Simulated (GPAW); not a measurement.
# NbSi (Fm-3m) in GPAW: convergence with k mesh

Aim: find how far k mesh must go before the results for NbSi settle, at r2SCAN. This setting moves, with any that are tied to it; all else stays.

Program: GPAW 26.7.0. These are calculated values, not measurements. Logs are shortened: lines on timing, memory, paths and dates and some standing lists are left out, and cuts for length are marked. The log counts tension as positive stress, the text compression.

## Step 1: Starting point

Symmetry: Fm-3m, No. 225, cubic system. Conventional cell: a = 5.148 Å, b = 5.148 Å, c = 5.148 Å, α = 90.00°, β = 90.00°, γ = 90.00°. Around Nb (site symmetry m-3m) lie 6 Si at 2.57 Å. Si (site symmetry m-3m) is surrounded by 6 Nb at 2.57 Å.

The cell was built by a generator and needn't be a form met in nature.

## Step 2: With k mesh 2 × 2 × 2

File run.py:

```python
from ase.dft.bandgap import bandgap
from ase.io import read, write
from ase.units import GPa
from gpaw import GPAW, PW

atoms = read('POSCAR')

calc = GPAW(mode=PW(600),
            xc='MGGA_X_R2SCAN+MGGA_C_R2SCAN',
            kpts={'size': (2, 2, 2), 'gamma': True},
            occupations={'name': 'fermi-dirac', 'width': 0.05},
            nbands=19,
            convergence={'density': 1e-05, 'energy': 1e-05},
            maxiter=100,
            txt='gpaw.txt')
atoms.calc = calc
energy = atoms.get_potential_energy()
forces = atoms.get_forces()
stress = atoms.get_stress()
calc.write('gs.gpw')
write('result.traj', atoms)
print(f'Energy: {energy:.6f} eV')
print('Forces (eV/A):')
print(forces.round(4))
print('Stress (GPa):', (stress / GPa).round(3))
print('Fermi level:', round(calc.get_fermi_level(), 4), 'eV')
print(f'Gap: {bandgap(calc)[0]:.4f} eV, direct: {bandgap(calc, direct=True)[0]:.4f} eV')
```

File POSCAR:

```
NbSi
1.0
    0.0000000000      2.5738300000      2.5738300000
    2.5738300000      0.0000000000      2.5738300000
    2.5738300000      2.5738300000      0.0000000000
Nb Si
1 1
Direct
    0.0000000000      0.0000000000      0.0000000000
    0.5000000000      0.5000000000      0.5000000000
```

Potentials or basis: GPAW PAW data sets (gpaw-data 1.2.1), pw.

On the command line:

```sh
OMP_NUM_THREADS=1 python run.py
```

gpaw.txt:

```text
__  _  _
 | _ |_)|_||  |
 |__||  | ||/\| - 26.7.0

Input parameters:
  mode=PW(ecut=600.0),
  convergence={'density': 1e-05, 'energy': 1e-05},
  kpts=MonkhorstPack(size=(2, 2, 2), gamma=True),
  maxiter=100,
  nbands=19,
  occupations=Occupations(name='fermi-dirac', width=0.05),
  xc=XC(name='MGGA_X_R2SCAN+MGGA_C_R2SCAN')

Diagonalizing LCAO Hamiltonian
Converting LCAO to pw mode

               Si

       Nb

Atoms  # Å, Bohr magnetons
|   | symbol |        x |        y |        z |    initial magnetic moments |
|---|--------|----------|----------|----------|-----------------------------|
| 0 |     Nb | 0.000000 | 0.000000 | 0.000000 | ( 0.0000,  0.0000,  0.0000) |
| 1 |     Si | 2.573830 | 2.573830 | 2.573830 | ( 0.0000,  0.0000,  0.0000) |

Unit cell  # Å
| periodic |        x |        y |        z |  lengths |    angles |
|----------|----------|----------|----------|----------|-----------|
|      yes | 0.000000 | 2.573830 | 2.573830 | 3.639945 | 60.000000 |
|      yes | 2.573830 | 0.000000 | 2.573830 | 3.639945 | 60.000000 |
|      yes | 2.573830 | 2.573830 | 0.000000 | 3.639945 | 60.000000 |

Number of symmetries: 48
Symmetry operations  # r_c * U_cc + t_c -> r_c
|    | kind |            matrix            |
|----|------|------------------------------|
|  0 |  σ   |  1, 0, 0,  1, 0,-1,  1,-1, 0 |
|  1 |  C2  |  1, 0, 0,  1,-1, 0,  1, 0,-1 |
|  2 |  E   |  1, 0, 0,  0, 1, 0,  0, 0, 1 |
|  3 |  σ   |  1, 0, 0,  0, 0, 1,  0, 1, 0 |
|  4 |  C4  |  1, 0,-1,  1, 0, 0,  1,-1, 0 |
|  5 |  S6  |  1, 0,-1,  1,-1, 0,  1, 0, 0 |
|  6 |  σ   |  1, 0,-1,  0, 1,-1,  0, 0,-1 |
|  7 |  C3  |  1, 0,-1,  0, 0,-1,  0, 1,-1 |
|  8 |  S6  |  1,-1, 0,  1, 0, 0,  1, 0,-1 |
|  9 |  C4  |  1,-1, 0,  1, 0,-1,  1, 0, 0 |
| 10 |  C3  |  1,-1, 0,  0,-1, 1,  0,-1, 0 |
| 11 |  σ   |  1,-1, 0,  0,-1, 0,  0,-1, 1 |
| 12 |  σ   |  0, 1, 0,  1, 0, 0,  0, 0, 1 |
| 13 |  C4  |  0, 1, 0,  0, 1,-1, -1, 1, 0 |
| 14 |  C3  |  0, 1, 0,  0, 0, 1,  1, 0, 0 |
| 15 |  S6  |  0, 1, 0, -1, 1, 0,  0, 1,-1 |
| 16 |  C2  |  0, 1,-1,  1, 0,-1,  0, 0,-1 |
| 17 |  σ   |  0, 1,-1,  0, 1, 0, -1, 1, 0 |
| 18 |  S4  |  0, 1,-1,  0, 0,-1,  1, 0,-1 |
| 19 |  C4  |  0, 1,-1, -1, 1, 0,  0, 1, 0 |
| 20 |  C3  |  0, 0, 1,  1, 0, 0,  0, 1, 0 |
| 21 |  σ   |  0, 0, 1,  0, 1, 0,  1, 0, 0 |
| 22 |  S6  |  0, 0, 1,  0,-1, 1, -1, 0, 1 |
| 23 |  C4  |  0, 0, 1, -1, 0, 1,  0,-1, 1 |
| 24 |  S4  |  0, 0,-1,  1, 0,-1,  0, 1,-1 |
| 25 |  C3  |  0, 0,-1,  0, 1,-1,  1, 0,-1 |
| 26 |  C2  |  0, 0,-1,  0,-1, 0, -1, 0, 0 |
| 27 |  S6  |  0, 0,-1, -1, 0, 0,  0,-1, 0 |
| 28 |  S4  |  0,-1, 1,  1,-1, 0,  0,-1, 0 |
| 29 |  C4  |  0,-1, 1,  0, 0, 1, -1, 0, 1 |
| 30 |  C2  |  0,-1, 1,  0,-1, 0,  1,-1, 0 |
| 31 |  σ   |  0,-1, 1, -1, 0, 1,  0, 0, 1 |
| 32 |  C3  |  0,-1, 0,  1,-1, 0,  0,-1, 1 |
| 33 |  S6  |  0,-1, 0,  0, 0,-1, -1, 0, 0 |
| 34 |  S4  |  0,-1, 0,  0,-1, 1,  1,-1, 0 |
| 35 |  C2  |  0,-1, 0, -1, 0, 0,  0, 0,-1 |
| 36 |  C2  | -1, 1, 0,  0, 1, 0,  0, 1,-1 |
| 37 |  S6  | -1, 1, 0,  0, 1,-1,  0, 1, 0 |
| 38 |  S4  | -1, 1, 0, -1, 0, 1, -1, 0, 0 |
| 39 |  C3  | -1, 1, 0, -1, 0, 0, -1, 0, 1 |
| 40 |  S6  | -1, 0, 1,  0, 0, 1,  0,-1, 1 |
| 41 |  C2  | -1, 0, 1,  0,-1, 1,  0, 0, 1 |
| 42 |  C3  | -1, 0, 1, -1, 1, 0, -1, 0, 0 |
| 43 |  S4  | -1, 0, 1, -1, 0, 0, -1, 1, 0 |
| 44 |  C2  | -1, 0, 0,  0, 0,-1,  0,-1, 0 |
| 45 |  i   | -1, 0, 0,  0,-1, 0,  0, 0,-1 |
| 46 |  σ   | -1, 0, 0, -1, 1, 0, -1, 0, 1 |
| 47 |  C2  | -1, 0, 0, -1, 0, 1, -1, 1, 0 |

BZ-sampling:
  Number of BZ points: 8
  Number of IBZ points: 3

  Monkhorst-Pack size: [2, 2, 2]
  Monkhorst-Pack shift: [0.25, 0.25, 0.25]

K-points  # in reciprocal-cell coordinates
|   |                                coordinates |     weight |
|---|--------------------------------------------|------------|
| 0 | (  0.00000000,   0.00000000,   0.00000000) | 0.12500000 |
| 1 | (  0.50000000,   0.50000000,   0.00000000) | 0.37500000 |
| 2 | (  0.50000000,   0.50000000,   0.50000000) | 0.50000000 |

Plane wave coefficients: 1158
Cutoff: 600.0 eV

Spin-components: 1 (collinear spins)
Bands:           19
Projectors:      11
Spin-degeneracy: 2
Datatype:        complex128

Parallelization:
  kpt:    1
  domain: 1
  band:   1

Density:
  Valence electrons: 17.0
  Components: 1
  Grid points: [21 21 21]
  Charge: 0.0  # |e|

Potential:
  Grid points: [21 21 21]

species:
  Nb:
    name:    Niobium
    Z:       41.0
    valence: 13
    core:    28
    charge:  0.0  # [|e|]
    compensation charges:
      type: gauss
      rc: 0.40  # [Å]
      lmax: 2
    cutoffs:
      filter: 2.35  # [Å]
      core: 1.51  # [Å]
    projectors
    | kind |    occ | energy [eV] | rcut [Å] |
    |------|--------|-------------|----------|
    |   4s |  2.000 |     -58.361 |    1.323 |
    |   5s |  1.000 |      -3.980 |    1.323 |
    |   4p |  6.000 |     -34.526 |    1.323 |
    |   5p |  0.000 |      -1.111 |    1.323 |
    |   4d |  4.000 |      -3.041 |    1.244 |
    |    d |        |      24.171 |    1.244 |

    Using partial waves for Nb as LCAO basis

  Si:
    name:    Silicon
    Z:       14.0
    valence: 4
    core:    10
    charge:  0.0  # [|e|]
    compensation charges:
      type: gauss
      rc: 0.33  # [Å]
      lmax: 2
    cutoffs:
      filter: 1.86  # [Å]
      core: 2.06  # [Å]
    projectors
    | kind |    occ | energy [eV] | rcut [Å] |
    |------|--------|-------------|----------|
    |   3s |  2.000 |     -10.812 |    1.058 |
    |   3p |  2.000 |      -4.081 |    1.058 |
    |    s |        |      16.399 |    1.058 |
    |    p |        |      23.130 |    1.058 |
    |    d |        |       0.000 |    1.058 |

    Using partial waves for Si as LCAO basis

Reference energy: -111792.492039  # eV

eigensolver:
  PPCG
  Converge bands: occupied
  niter=2

density mixing:
  MSR1-Mixer
  Pratt-step length: 0.05
  Maximum mixing coefficient: 0.75
  Old densities: 10
  SVD Regularization: 0.005
  Good broyden scale: 1.0
  Trust region scale: 1.0
  Backstep threshold: 4.0
  History deletion threshold: 6.0
  Fourier metric: weight=20.0, sigma=0.015

occupation numbers:
  Fermi-Dirac:
    width: 0.0500  # eV

poisson solver:
  ecut: 4800.0  # eV

xc functional:
  name: MGGA_X_R2SCAN+MGGA_C_R2SCAN with 2 nearest neighbor stencil

convergence criteria:
- Maximum integral of absolute [dens]ity change: 1e-05 electrons / valence electron
- Maximum [total energy] change in last 3 cyles: 1e-05 eV / valence electron
- Maximum integral of absolute [eigenst]ate change: 4e-08 eV^2 / valence electron
maximum number of iterations: 100

SCF iterations
|iter     | |      energy | eigst |  dens |
|---------|-|-------------|-------|-------|
|iter:   1| |  -35.279984 | +0.38 |       |
|iter:   2| |  -30.614035 | -1.46 | -0.85 |
|iter:   3| |  -29.841316 | -0.84 | -0.89 |
|iter:   4| |  -29.445198 | -1.63 | -1.07 |
|iter:   5| |  -29.508418 | -2.09 | -1.54 |
|iter:   6| |  -29.452702 | -2.38 | -1.31 |
|iter:   7| |  -29.454470 | -3.25 | -1.78 |
|iter:   8| |  -29.448303 | -4.10 | -1.99 |
|iter:   9| |  -29.445858 | -4.40 | -2.30 |
|iter:  10| |  -29.445126 | -5.05 | -2.87 |
|iter:  11| |  -29.445180 | -6.43 | -3.81 |
|iter:  12| |  -29.445252c| -7.31 | -4.18 |
|iter:  13| |  -29.445200c| -7.90c| -3.95 |
|iter:  14| |  -29.445187c| -7.61c| -4.77 |
|iter:  15| |  -29.445189c| -8.11c| -5.29c|

Converged in 15 steps
Energy contributions relative to reference atoms: (reference = -111792.492039)

Energy contributions:
  Kinetic:           5.771904
  Coulomb:          -7.606082
  Zero:             -0.152510
  External:          0.000000
  Xc:              -27.429222
  Entropy:          -0.058556
  Spinorbit:         0.000000
  ----------------------------
  Free energy:     -29.474466
  Extrapolated:    -29.445189

dipole moment: (-18.827711, -18.827711, -18.827711)  # |e|*Ang

Fermi level: 10.092
Eigenvalues  # (at kpt = [0.000, 0.000, 0.000])
| band index |      eig [eV] | occ [0-2] |
|------------|---------------|-----------|
|          0 |       -47.415 |     2.000 |
|        ... |               |           |
|          2 |       -22.731 |     2.000 |
|          3 |       -22.731 |     2.000 |
|          4 |        -1.123 |     2.000 |
|          5 |         8.705 |     2.000 |
|          6 |         8.705 |     2.000 |
|          7 |         8.705 |     2.000 |
[... 9 lines left out ...]
|         17 |        23.754 |     0.000 |
|         18 |        28.277 |     0.000 |

No gap
No difference between direct/indirect transitions

Forces  # eV/Ang
|        x |        y |        z |
|----------|----------|----------|
|  0.00000 | -0.00000 | -0.00000 |  # Nb   0
| -0.00000 |  0.00000 |  0.00000 |  # Si   1

Stress tensor  # eV/Ang^3
|         x |         y |         z |
|-----------|-----------|-----------|
| -0.054369 |  0.000000 |  0.000000 |
|  0.000000 | -0.054369 | -0.000000 |
|  0.000000 | -0.000000 | -0.054369 |

# Writing to gs.gpw (mode='')
```

stdout:

```text
Energy: -29.445189 eV
Forces (eV/A):
[[ 0. -0. -0.]
 [-0.  0.  0.]]
Stress (GPa): [-8.711 -8.711 -8.711 -0.     0.     0.   ]
Fermi level: 10.0917 eV
Gap: 0.0000 eV, direct: 0.0000 eV
```

It took 9.3 s on 1 thread of Arm Neoverse V2, shared host; peak memory 0.26 GiB.

What came out:

```
Free energy            : -29.4745 eV
Pressure               : 8.7 GPa
Band gap on the k mesh : none (metal or under the smearing width)
```

## Step 3: With k mesh 3 × 3 × 3

run.py: that of step 2 with these lines changed.

```diff
@@ -9,3 +9,3 @@
             xc='MGGA_X_R2SCAN+MGGA_C_R2SCAN',
-            kpts={'size': (2, 2, 2), 'gamma': True},
+            kpts={'size': (3, 3, 3), 'gamma': True},
             occupations={'name': 'fermi-dirac', 'width': 0.05},
```

POSCAR is that of step 2.

Potentials or basis: GPAW PAW data sets (gpaw-data 1.2.1), pw.

On the command line:

```sh
OMP_NUM_THREADS=1 python run.py
```

It took 8 s on 1 thread of Arm Neoverse V2, shared host; peak memory 0.26 GiB.

Results:

```
Free energy            : -30.6773 eV
Pressure               : 2.8 GPa
Band gap on the k mesh : none (metal or under the smearing width)
```

## Step 4: With k mesh 4 × 4 × 4

run.py: that of step 3 with these lines changed.

```diff
@@ -9,3 +9,3 @@
             xc='MGGA_X_R2SCAN+MGGA_C_R2SCAN',
-            kpts={'size': (3, 3, 3), 'gamma': True},
+            kpts={'size': (4, 4, 4), 'gamma': True},
             occupations={'name': 'fermi-dirac', 'width': 0.05},
```

POSCAR is that of step 3.

On the command line:

```sh
OMP_NUM_THREADS=1 python run.py
```

Wall time 14 s (1 thread of Arm Neoverse V2, shared host); peak memory 0.26 GiB.

What came out:

- Free energy: -30.7627 eV
- Pressure: 0.2 GPa
- Band gap on the k mesh: none (metal or under the smearing width)

## Step 5: With k mesh 5 × 5 × 5

run.py: that of step 4 with these lines changed.

```diff
@@ -9,3 +9,3 @@
             xc='MGGA_X_R2SCAN+MGGA_C_R2SCAN',
-            kpts={'size': (4, 4, 4), 'gamma': True},
+            kpts={'size': (5, 5, 5), 'gamma': True},
             occupations={'name': 'fermi-dirac', 'width': 0.05},
```

POSCAR is that of step 4.

On the command line:

```sh
OMP_NUM_THREADS=1 python run.py
```

It took 16 s on 1 thread of Arm Neoverse V2, shared host; peak memory 0.26 GiB.

The run converged. Its results:

* Free energy: -30.9080 eV
* Pressure: -0.2 GPa
* Band gap on the k mesh: none (metal or under the smearing width)

## Step 6: With k mesh 6 × 6 × 6

run.py: that of step 5 with these lines changed.

```diff
@@ -9,3 +9,3 @@
             xc='MGGA_X_R2SCAN+MGGA_C_R2SCAN',
-            kpts={'size': (5, 5, 5), 'gamma': True},
+            kpts={'size': (6, 6, 6), 'gamma': True},
             occupations={'name': 'fermi-dirac', 'width': 0.05},
```

POSCAR is that of step 5.

Potentials or basis: GPAW PAW data sets (gpaw-data 1.2.1), pw.

On the command line:

```sh
OMP_NUM_THREADS=1 python run.py
```

It took 24 s on 1 thread of Arm Neoverse V2, shared host; peak memory 0.26 GiB.

Results (log left out):

```yaml
Free_energy: -30.9457 eV
Pressure: -0.4 GPa
Band_gap_on_the_k_mesh: none (metal or under the smearing width)
```

## Step 7: With k mesh 7 × 7 × 7

run.py: that of step 6 with these lines changed.

```diff
@@ -9,3 +9,3 @@
             xc='MGGA_X_R2SCAN+MGGA_C_R2SCAN',
-            kpts={'size': (6, 6, 6), 'gamma': True},
+            kpts={'size': (7, 7, 7), 'gamma': True},
             occupations={'name': 'fermi-dirac', 'width': 0.05},
```

POSCAR is that of step 6.

On the command line:

```sh
OMP_NUM_THREADS=1 python run.py
```

Wall time 29 s (1 thread of Arm Neoverse V2, shared host); peak memory 0.26 GiB.

Results (log left out):

| Quantity | Value |
| --- | --- |
| Free energy | -30.9131 eV |
| Pressure | -0.4 GPa |
| Band gap on the k mesh | none (metal or under the smearing width) |

## Step 8: With k mesh 8 × 8 × 8

run.py: that of step 7 with these lines changed.

```diff
@@ -9,3 +9,3 @@
             xc='MGGA_X_R2SCAN+MGGA_C_R2SCAN',
-            kpts={'size': (7, 7, 7), 'gamma': True},
+            kpts={'size': (8, 8, 8), 'gamma': True},
             occupations={'name': 'fermi-dirac', 'width': 0.05},
```

POSCAR is that of step 7.

On the command line:

```sh
OMP_NUM_THREADS=1 python run.py
```

Wall time 40 s (1 thread of Arm Neoverse V2, shared host); peak memory 0.27 GiB.

Results (log left out):

- Free energy: -30.9123 eV
- Pressure: -0.7 GPa
- Band gap on the k mesh: none (metal or under the smearing width)

## Step 9: With k mesh 10 × 10 × 10

run.py: that of step 8 with these lines changed.

```diff
@@ -9,3 +9,3 @@
             xc='MGGA_X_R2SCAN+MGGA_C_R2SCAN',
-            kpts={'size': (8, 8, 8), 'gamma': True},
+            kpts={'size': (10, 10, 10), 'gamma': True},
             occupations={'name': 'fermi-dirac', 'width': 0.05},
```

POSCAR is that of step 8.

Potentials or basis: GPAW PAW data sets (gpaw-data 1.2.1), pw.

On the command line:

```sh
OMP_NUM_THREADS=1 python run.py
```

Wall time 62 s (1 thread of Arm Neoverse V2, shared host); peak memory 0.28 GiB.

It converged, with:

- Free energy: -30.9193 eV
- Pressure: -0.6 GPa
- Band gap on the k mesh: none (metal or under the smearing width)

## Step 10: With k mesh 12 × 12 × 12

run.py: that of step 9 with these lines changed.

```diff
@@ -9,3 +9,3 @@
             xc='MGGA_X_R2SCAN+MGGA_C_R2SCAN',
-            kpts={'size': (10, 10, 10), 'gamma': True},
+            kpts={'size': (12, 12, 12), 'gamma': True},
             occupations={'name': 'fermi-dirac', 'width': 0.05},
```

POSCAR is that of step 9.

On the command line:

```sh
OMP_NUM_THREADS=1 python run.py
```

Wall time 95 s (1 thread of Arm Neoverse V2, shared host); peak memory 0.29 GiB.

It converged, with:

| Property | Result |
| --- | --- |
| Free energy | -30.9163 eV |
| Pressure | -0.7 GPa |
| Band gap on the k mesh | none (metal or under the smearing width) |

## Step 11: Summary

```tsv
k mesh	energy less the tightest run, at zero smearing (meV/atom)	pressure (GPa)	SCF cycles	CPU time (s)	peak memory (GiB)
2 × 2 × 2	732.85	8.71	15	9.3	0.26
3 × 3 × 3	118.42	2.75	10	8	0.26
4 × 4 × 4	79.52	0.19	11	14	0.26
5 × 5 × 5	6.66	-0.24	10	16	0.26
6 × 6 × 6	-15.97	-0.35	10	23	0.26
7 × 7 × 7	2.30	-0.42	11	29	0.26
8 × 8 × 8	2.99	-0.69	10	40	0.27
10 × 10 × 10	-1.61	-0.61	10	62	0.28
12 × 12 × 12	0.00	-0.72	10	94	0.29
```

Not settled before the last step: the energy (to 1 meV/atom), the pressure (to 0.1 GPa). Meshes of other sizes hit other points, so gaps and Fermi surfaces needn't settle smoothly. The tightest run that finished is the yardstick and may itself not be fully converged.

Caveats: the PAW data sets were made with another functional, which shifts forces and pressure a little.
